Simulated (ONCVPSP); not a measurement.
# Fe: generating and testing an ONCV potential

Aim: build the potential from the settings below, then test how well it stands in for the atom: other configurations, scattering, ghost states and the plane-wave cutoff that it needs.

Program: ONCVPSP 4.0.1. Reference atom: PBEsol, scalar-relativistic, spherical and spin-unpolarised. All values are calculated.

### Step 1. The atom and the settings

Typed settings, in words:

```
element                 : iron (Fe, Z = 26)
type                    : optimised norm-conserving Vanderbilt (ONCV)
frozen core             : [Ar]
valence charge          : 8
reference configuration : 3d6 4s2
partial waves           : 4s: rc 2.55 bohr, ncon 4, nbas 8, qcut 2.8 1/bohr, 1 projector; p scattering state at 0.1 Ha: rc 2.55 bohr, ncon 3, nbas 7, qcut 2.6 1/bohr, 2 projectors, debl 3.8 Ha; 3d: rc 1.70 bohr, ncon 3, nbas 8, qcut 10.6 1/bohr, 2 projectors, debl 2.3 Ha
local potential         : polynomial inside 1.10 bohr (lpopt 5, dvloc0 3 Ha)
core correction         : polynomial model core, fcfact 0.35
```

### Step 2. The generation run

Contents of Fe.dat:

```
# ATOM AND REFERENCE CONFIGURATION
# atsym  z   nc   nv     iexc    psfile
  Fe 26.00    5    2  -116133      upf
#
#   n    l    f
    1    0    2.00
    2    0    2.00
    2    1    6.00
    3    0    2.00
    3    1    6.00
    3    2    6.00
    4    0    2.00
#
# PSEUDOPOTENTIAL AND OPTIMIZATION
# lmax
    2
#
#   l,   rc,      ep,       ncon, nbas, qcut
    0    2.55    0.00    4    8    2.80
    1    2.55    0.10    3    7    2.60
    2    1.70    0.00    3    8   10.60
#
# LOCAL POTENTIAL
# lloc, lpopt,  rc(5),   dvloc0
    4    5    1.10    3.00
#
# VANDERBILT-KLEINMAN-BYLANDER PROJECTORs
# l, nproj, debl
    0    1    0.30
    1    2    3.80
    2    2    2.30
#
# MODEL CORE CHARGE
# icmod, fcfact, rcfact
    1    0.35    0.00
#
# LOG DERIVATIVE ANALYSIS
# epsh1, epsh2, depsh
   -2.00    5.00    0.02
#
# OUTPUT GRID
# rlmax, drl
    6.00    0.01
#
# TEST CONFIGURATIONS
# ncnf
    4
# nvcnf
#   n    l    f
    2
    3    2    6.00
    4    0    1.00
#
    2
    3    2    6.00
    4    0    0.00
#
    2
    3    2    5.00
    4    0    0.00
#
    2
    3    2    4.00
    4    0    0.00
#
```

Started as:

```bash
$ oncvpsp.x < Fe.dat > Fe.out
```

What does the calculation give? Wanted: cutoffs for 1 and 0.1 mHa per electron, occupied waves; bound ghosts; GHOST(+) flags; largest test error; largest phase difference near zero energy, channels read; rms error of d²Exc/dn², without and with the model core; projector energies reset by the program.

The runs gave:

| quantity | value |
| --- | --- |
| cutoffs for 1 and 0.1 mHa per electron, occupied waves | 39 Ha and 44 Ha |
| bound ghosts | s at -43.29 eV |
| GHOST(+) flags | p at 125 eV |
| largest test error (AE − PS) | -42 meV, for 3d6 4s0 (2 tests unsolved) |
| largest phase difference near zero energy, channels read | 0.007 rad |
| rms error of d²Exc/dn², without and with the model core | 11.34 and 4.58 mHa |
| projector energies reset by the program | p: 0.050, 3.850 Ha |

In words: It has a bound ghost (s), a state that the atom doesn't have, and that rules the file out. The worst unpolarised test, 3d6 4s0, is off by 42 meV on 24.9 eV; by total energies transferability rates as fair where solved. Of the tests 2 gave no usable energy difference, which is a warning in itself. By its cutoff, 39 Ha for the looser tolerance, it is hard. At the looser tolerance the 3d wave is the slowest; 4s needs 4 Ha. Near zero energy the phases of the channels with partial waves that could be evaluated agree within 0.007 rad. The program also flags highly localised states, GHOST(+) (p). These are tests on the free atom; a crystal test is still owed.
